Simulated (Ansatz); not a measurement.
# CH₆F₂GeSi: a ladder of functionals and wavefunction methods

Aim: compute CH₆F₂GeSi with functionals from several rungs and with coupled cluster. The yardstick is the atomisation energy at the CCSD(T) limit.

Computed with Ansatz 0.2.0, Gaussian basis. Level: functionals in def2-TZVPP, the program's frozen cores in correlated methods.

Plan: PBE-D4, r2SCAN-D4, PBE0-D4, B3LYP-D4, ωB97X-V, ωB97M-V, B2PLYP; CCSD(T)/def2-TZVPP; MP2/def2-QZVPP; extrapolation to the limit.

**1. The relaxed structure**

The geometry comes from an earlier relaxation with PBE0-D4 in a triple-zeta def2 set; it is a stationary point, not always the lowest conformer.

11 atoms, charge 0, spin multiplicity 1.

Atoms are counted from 1 here; the program's logs count them from 0.

Bond lengths: C1–Si2 1.846 Å, C1–H6 1.093 Å, C1–H7 1.093 Å, C1–H8 1.093 Å, Si2–F3 1.597 Å, Si2–F4 1.597 Å, Si2–Ge5 2.380 Å, Ge5–H9 1.538 Å, Ge5–H10 1.535 Å, Ge5–H11 1.538 Å. Angles: Si2–C1–H6 110.7°, Si2–C1–H7 110.2°, Si2–C1–H8 110.7°, H6–C1–H7 108.4°, H6–C1–H8 108.3°, H7–C1–H8 108.4°, C1–Si2–F3 108.8°, C1–Si2–F4 108.8°, C1–Si2–Ge5 116.1°, F3–Si2–F4 106.0°, F3–Si2–Ge5 108.4°, F4–Si2–Ge5 108.4°, Si2–Ge5–H9 110.0°, Si2–Ge5–H10 110.9°, Si2–Ge5–H11 110.0°, H9–Ge5–H10 108.8°, H9–Ge5–H11 108.2°, H10–Ge5–H11 108.8°.

**2. PBE-D4 (GGA)**

File in.yaml:

```yaml
crystal:
  periodic: [false, false, false]
  atoms:
    - {symbol: C, position_ang: [-0.904669, -1.301063, 0.807615]}
    - {symbol: Si, position_ang: [0.562426, -0.574757, -0.045537]}
    - {symbol: F, position_ang: [1.833543, -0.713939, 0.910865]}
    - {symbol: F, position_ang: [0.888311, -1.449823, -1.340865]}
    - {symbol: Ge, position_ang: [0.367479, 1.702575, -0.707969]}
    - {symbol: H, position_ang: [-1.128407, -0.751716, 1.725088]}
    - {symbol: H, position_ang: [-0.712046, -2.345126, 1.068119]}
    - {symbol: H, position_ang: [-1.784629, -1.262980, 0.161224]}
    - {symbol: H, position_ang: [0.111847, 2.588644, 0.522255]}
    - {symbol: H, position_ang: [1.648289, 2.180957, -1.405825]}
    - {symbol: H, position_ang: [-0.816543, 1.870229, -1.674371]}
basis:
  gaussian: {orbitals: def2-TZVPP}
hamiltonian: {xc: pbe, dispersion: d4}
output: {forces: true, orbitals: {seedname: orbitals}}
```

Started as:

```console
$ ansatz run in.yaml --threads 2 --pin off --events-out ev --progress --plain --max-ram 22528MiB --backend cpu
```

After this run come: r2SCAN-D4 (meta-GGA); PBE0-D4 (hybrid); B3LYP-D4 (hybrid); ωB97X-V (range-separated); ωB97M-V (range-separated); B2PLYP (double hybrid); CCSD(T) in def2-TZVPP; MP2 in def2-QZVPP.

**Question.** What will the summary of the whole plan be? Wanted: atomisation energy, CCSD(T)/CBS; farthest; mean size of error, hybrid; mean size of error, range-separated; gap, smallest and largest; T1 diagnostic; triples share of the correlation energy.

**Answer**, as computed:

| quantity | value |
| --- | --- |
| atomisation energy, CCSD(T)/CBS | 40.782 eV |
| functionals within 0.408 eV (1.0 %) | PBE-D4, r2SCAN-D4, ωB97X-V, ωB97M-V |
| farthest | B2PLYP (-0.704 eV) |
| mean size of error, hybrid | 0.509 eV |
| mean size of error, range-separated | 0.143 eV |
| gap, smallest and largest | 6.35 eV (PBE-D4), 12.71 eV (ωB97X-V) |
| T1 diagnostic | 0.0120 |
| triples share of the correlation energy | 3.1 % |

PBE-D4 is off by -0.081 eV. Double hybrids carry the basis error of their MP2 part in triple zeta, and no dispersion term here, so their miss is partly the set-up's. The reference freezes the cores and leaves out relativity and excitations past (T), and its outer-core shells are covered unevenly, so misses under about 0.408 eV can't be ranked. Hartree-Fock recovers 75 % of the binding; the rest is correlation. Orbital gaps span 6.3 to 12.7 eV; exact exchange widens them. Correlated methods include outer-core shells of Ge, which these sets cover unevenly.
